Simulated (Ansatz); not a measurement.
**CH₇GaSn: how energies converge with the basis set**

The task here is to estimate one member of a computed series from the others.

The runs use Ansatz 0.2.0, Gaussian basis; one geometry, several basis sets.

Plan: PBE0-D4/def2-SVP; ωB97M-V/def2-SVP; PBE0-D4/def2-QZVPP; ωB97M-V/def2-QZVPP; the functionals' def2-TZVPP values are taken from earlier runs.

**Structure used throughout**

All runs share one geometry, relaxed beforehand with PBE0-D4 in a triple-zeta def2 set. Sn takes the def2 core potential; no spin-orbit term is included.

SMILES `[CH3][SnH2][GaH2]`, 10 atoms, charge 0, spin multiplicity 1.

Atoms are counted from 1 here; the program's logs count them from 0.

Bond lengths: C1–Sn2 2.149 Å, C1–H4 1.090 Å, C1–H5 1.090 Å, C1–H6 1.090 Å, Sn2–Ga3 2.622 Å, Sn2–H7 1.717 Å, Sn2–H8 1.717 Å, Ga3–H9 1.576 Å, Ga3–H10 1.574 Å. Angles: Sn2–C1–H4 109.9°, Sn2–C1–H5 110.0°, Sn2–C1–H6 110.0°, H4–C1–H5 109.1°, H4–C1–H6 109.1°, H5–C1–H6 108.9°, C1–Sn2–Ga3 113.9°, C1–Sn2–H7 107.9°, C1–Sn2–H8 108.0°, Ga3–Sn2–H7 110.2°, Ga3–Sn2–H8 110.6°, H7–Sn2–H8 106.0°, Sn2–Ga3–H9 121.1°, Sn2–Ga3–H10 120.9°, H9–Ga3–H10 118.0°.

Set-up of the first run:

The input, in.yaml:

```yaml
crystal:
  periodic: [false, false, false]
  atoms:
    - {symbol: C, position_ang: [-1.630337, 0.570088, -0.523906]}
    - {symbol: Sn, position_ang: [0.239589, -0.482321, -0.646758]}
    - {symbol: Ga, position_ang: [1.786896, -0.142585, 1.442108]}
    - {symbol: H, position_ang: [-2.223335, 0.378238, -1.418308]}
    - {symbol: H, position_ang: [-2.188026, 0.236891, 0.351469]}
    - {symbol: H, position_ang: [-1.449635, 1.641829, -0.439898]}
    - {symbol: H, position_ang: [-0.106940, -2.150302, -0.863698]}
    - {symbol: H, position_ang: [1.039775, 0.025529, -2.078605]}
    - {symbol: H, position_ang: [1.310745, 0.711516, 2.677708]}
    - {symbol: H, position_ang: [3.221270, -0.788882, 1.499897]}
basis:
  gaussian: {orbitals: def2-SVP}
hamiltonian: {xc: pbe0, dispersion: d4}
output: {orbitals: {seedname: orbitals}}
```

Among the steps run: PBE0-D4 in def2-SVP; ωB97M-V in def2-SVP; PBE0-D4 in def2-QZVPP; ωB97M-V in def2-QZVPP.

One table of the session follows, with a row left open; its other results are not shown here.

It belongs to the step «Functionals by basis». 

| functional | basis | HOMO (eV) | LUMO (eV) |
| --- | --- | --- | --- |
| PBE0-D4 | def2-SVP | -7.14 | -2.10 |
| PBE0-D4 | def2-TZVPP | -7.16 | -2.14 |
| PBE0-D4 | def2-QZVPP | ? | ? |
| ωB97M-V | def2-SVP | -9.08 | -0.38 |
| ωB97M-V | def2-TZVPP | -9.14 | -0.45 |
| ωB97M-V | def2-QZVPP | -9.14 | -0.54 |

Estimate the missing values for PBE0-D4, def2-QZVPP.

As computed: HOMO (eV): -7.16; LUMO (eV): -2.15.
